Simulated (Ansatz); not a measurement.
Run this with Ansatz 0.2.0, Python API and show what comes out.

The script, `ch5nosi.py`:
```python
# -*- coding: utf-8 -*-
"""CH5NOSi at several levels of theory."""

from pathlib import Path

import ansatz as az
import numpy as np

BASIS_SET = "def2-SVP"


def main():
    mol = (
        az.Crystal.molecule()
        .atom("O", (-1.0918, 2.0055, 0.3415))
        .atom("C", (-0.6035, 0.8324, 0.4468))
        .atom("N", (-0.0019, 0.3898, -0.5786))
        .atom("Si", (0.7803, -1.1883, -0.3393))
        .atom("H", (-0.9235, 2.356, -0.5836))
        .atom("H", (-0.7875, 0.4019, 1.4368))
        .atom("H", (1.6662, -1.138, 0.8173))
        .atom("H", (-0.3644, -2.1126, -0.0287))
        .atom("H", (1.4147, -1.593, -1.5293))
    )

    calculation = mol.calculation().basis(gaussian=BASIS_SET)

    print("functional    E (Ha)        dipole (D)   HOMO (eV)  LUMO (eV)")
    for name in ["blyp", "revpbe", "pbe", "lc_wpbe"]:
        summary = calculation.functional(name).forces().orbitals().run(threads=1, backend="cpu", runs_dir="runs").report
        lines = Path(summary["orbitals_path"]).read_text().splitlines()
        field_of = lambda key: [line.split("=")[1].strip() for line in lines if line.startswith(key)]
        orbitals = [(27.211386 * float(e), s, float(n)) for e, s, n in zip(field_of("Ene="), field_of("Spin="), field_of("Occup="))]
        homo = max(e for e, _, n in orbitals if n > 0.5)
        lumo = min(e for e, _, n in orbitals if n < 0.5)
        dipole = 4.803205 * np.linalg.norm(summary["charge_distribution"]["dipole_moment_e_ang"])
        print(f"{name:10s} {summary['free_energy_ev'] / 27.211386246:14.6f} {dipole:9.3f} {homo:11.3f} {lumo:10.3f}")


if __name__ == "__main__":
    main()
```

Output of `python ch5nosi.py`:
```text
functional    E (Ha)        dipole (D)   HOMO (eV)  LUMO (eV)
blyp          -460.288913     0.631      -5.867     -0.760
revpbe        -460.233615     0.677      -5.996     -0.855
pbe           -459.996571     0.657      -6.041     -0.935
lc_wpbe       -460.149078     0.606     -10.194      2.481
```

Notes:
- Total energies depend on the basis set; only differences at equal settings carry meaning.
- The geometry is a force-field or estimated start, not a minimum of this method, and the basis set is short of its limit. A lower total doesn't mark the better method: functionals have no common bound, and MP2 and coupled cluster aren't variational.
- Levels such as HOMO and LUMO are orbital energies: with these approximate functionals they aren't the ionisation energy and electron affinity, and their gap isn't the fundamental gap.
- It ran for 11 s on 1 thread of Arm Neoverse V1, on a shared host, peak memory 0.21 GiB.
